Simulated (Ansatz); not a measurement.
# C2H5BBrF: basis-set convergence

How large a basis does C2H5BBrF need? Two functionals are run in growing sets.

Computed with Ansatz 0.2.0, Gaussian basis. Level: one geometry, several basis sets.

Plan: PBE0-D4/def2-SVP; ωB97M-V/def2-SVP; PBE0-D4/def2-QZVPP; ωB97M-V/def2-QZVPP; the functionals' def2-TZVPP values are taken from earlier runs.

## Step 1: The geometry

An earlier PBE0-D4 in a triple-zeta def2 set relaxation fixed the geometry.

SMILES `CCB(F)Br`, 10 atoms, charge 0, spin multiplicity 1.

Atoms are counted from 1 here; the program's logs count them from 0.

Bond lengths: C1–C2 1.524 Å, C1–H6 1.092 Å, C1–H7 1.092 Å, C1–H8 1.092 Å, C2–B3 1.556 Å, C2–H9 1.097 Å, C2–H10 1.098 Å, B3–F4 1.317 Å, B3–Br5 1.928 Å. Angles: C2–C1–H6 111.4°, C2–C1–H7 111.4°, C2–C1–H8 111.2°, H6–C1–H7 107.2°, H6–C1–H8 107.7°, H7–C1–H8 107.7°, C1–C2–B3 115.4°, C1–C2–H9 111.1°, C1–C2–H10 111.1°, B3–C2–H9 107.4°, B3–C2–H10 107.3°, H9–C2–H10 103.7°, C2–B3–F4 122.3°, C2–B3–Br5 121.5°, F4–B3–Br5 116.2°.

## Step 2: PBE0-D4 in def2-SVP

in.yaml reads:

```yaml
crystal:
  periodic: [false, false, false]
  atoms:
    - {symbol: C, position_ang: [-1.216932, -0.359124, 0.029331]}
    - {symbol: C, position_ang: [0.294879, -0.456013, -0.137716]}
    - {symbol: B, position_ang: [1.079756, 0.863492, 0.112509]}
    - {symbol: F, position_ang: [0.480865, 1.985366, 0.453720]}
    - {symbol: Br, position_ang: [2.998484, 0.941301, -0.060446]}
    - {symbol: H, position_ang: [-1.647660, 0.369485, -0.660528]}
    - {symbol: H, position_ang: [-1.486489, -0.045452, 1.039890]}
    - {symbol: H, position_ang: [-1.698057, -1.320671, -0.159777]}
    - {symbol: H, position_ang: [0.560156, -0.810356, -1.141870]}
    - {symbol: H, position_ang: [0.717998, -1.219229, 0.527889]}
basis:
  gaussian: {orbitals: def2-SVP}
hamiltonian: {xc: pbe0, dispersion: d4}
output: {orbitals: {seedname: orbitals}}
```

Run with:

```
$ ansatz run in.yaml --threads 4 --pin off --events-out ev --progress --plain --max-ram 10444MiB
```

Further steps of the session: ωB97M-V in def2-SVP; PBE0-D4 in def2-QZVPP; ωB97M-V in def2-QZVPP.

Before running them: what should the planned runs give, taken together? Wanted: PBE0-D4: double and triple zeta above quadruple; ωB97M-V: double and triple zeta above quadruple.

**Answer**, as computed:

| quantity | value |
| --- | --- |
| PBE0-D4: double and triple zeta above quadruple | 16.54, 1.73 eV |
| ωB97M-V: double and triple zeta above quadruple | 16.66, 1.66 eV |

For PBE0-D4 the step from double to triple zeta gains 14.81 eV and the next only 1.73 eV. Total energies overstate the basis error of differences, where much of it tends to cancel.
